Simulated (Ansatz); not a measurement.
# CoSi8Ni3: the cost of one run

Method: DFT PBE, scalar-relativistic, plane waves, PAW, in Ansatz 0.2.0.

1 further run of the same task is left out (set aside as unsound or not needed). Runs told in other sessions of the task aren't counted.

## (1) Starting point

The structure is cubic, space group Pm-3m (No. 221). The conventional cell has a = 5.410 Å, b = 5.410 Å, c = 5.410 Å, α = 90.00°, β = 90.00°, γ = 90.00°. Around Co (site symmetry m-3m) lie 8 Si at 2.32 Å. Around Si (site symmetry 3m) lie 1 Co at 2.32 Å and 3 Ni at 2.35 Å. Ni (site symmetry 4/mmm) is surrounded by 8 Si at 2.35 Å.

Coordinates:

```cif
data_structure
_symmetry_space_group_name_H-M 'P 1'
_symmetry_Int_Tables_number 1
_cell_length_a 5.4096
_cell_length_b 5.4096
_cell_length_c 5.4096
_cell_angle_alpha 90.000
_cell_angle_beta 90.000
_cell_angle_gamma 90.000
_cell_volume 158.31
loop_
_atom_site_label
_atom_site_type_symbol
_atom_site_fract_x
_atom_site_fract_y
_atom_site_fract_z
_atom_site_occupancy
Co1 Co 0.50000 0.50000 0.50000 1
Si1 Si 0.74802 0.25198 0.25198 1
Si2 Si 0.25198 0.25198 0.74802 1
Si3 Si 0.74802 0.74802 0.74802 1
Si4 Si 0.25198 0.74802 0.25198 1
Si5 Si 0.25198 0.74802 0.74802 1
Si6 Si 0.74802 0.74802 0.25198 1
Si7 Si 0.25198 0.25198 0.25198 1
Si8 Si 0.74802 0.25198 0.74802 1
Ni1 Ni 0.50000 0.00000 0.00000 1
Ni2 Ni 0.00000 0.00000 0.50000 1
Ni3 Ni 0.00000 0.50000 0.00000 1
```

The cell was relaxed beforehand at this level, from a generated guess; it needn't be the stable form of this composition. At a tolerance of 0.05 Å it has space group Pm-3m (No. 221); it has 13.19 Å³/atom, an uncorrected energy of -0.41 eV/atom over the elements.

## (2) Electronic structure at the relaxed geometry

The input, input.yaml:

```yaml
crystal:
  lattice:
    - [5.4096442, 0.0, 0.0]
    - [0.0, 5.4096442, 0.0]
    - [0.0, 0.0, 5.4096442]
  atoms:
    - { symbol: Co, position: [0.5, 0.5, 0.5] }
    - { symbol: Si, position: [0.748023, 0.251977, 0.251977] }
    - { symbol: Si, position: [0.251977, 0.251977, 0.748023] }
    - { symbol: Si, position: [0.748023, 0.748023, 0.748023] }
    - { symbol: Si, position: [0.251977, 0.748023, 0.251977] }
    - { symbol: Si, position: [0.251977, 0.748023, 0.748023] }
    - { symbol: Si, position: [0.748023, 0.748023, 0.251977] }
    - { symbol: Si, position: [0.251977, 0.251977, 0.251977] }
    - { symbol: Si, position: [0.748023, 0.251977, 0.748023] }
    - { symbol: Ni, position: [0.5, 0.0, 0.0] }
    - { symbol: Ni, position: [0.0, 0.0, 0.5] }
    - { symbol: Ni, position: [0.0, 0.5, 0.0] }
basis:
  ecutwfc: 420
kpoints:
  mp_grid: { grid: [8, 8, 8] }
  band_path:
    path:
      - [[0.0, 0.0, 0.0], [0.0, 0.5, 0.0], [0.5, 0.5, 0.0], [0.0, 0.0, 0.0], [0.5, 0.5, 0.5], [0.0, 0.5, 0.0]]
      - [[0.5, 0.5, 0.5], [0.5, 0.5, 0.0]]
    npoints: 10
hamiltonian:
  xc: pbe
scf:
  occupations: { method: gaussian, width: 0.1 }
  n_extra_bands: 30
output:
  forces: true
  stress: true
  eigenvalues: true
  populations: true
  dos: { projected: true, de: 0.02, nscf_kmesh: { grid: [10, 10, 10] } }
  bader: false
```

The run is started by

```console
$ ansatz run input.yaml --threads 4 --pin off --max-ram 8192MiB --backend cpu --events-out ev --progress --plain --runs-dir out
```

**Question.** How long does this run take on 4 threads of Arm Neoverse V1, shared host, and how much memory does it need?

About 30 s, with a peak of 0.95 GiB.
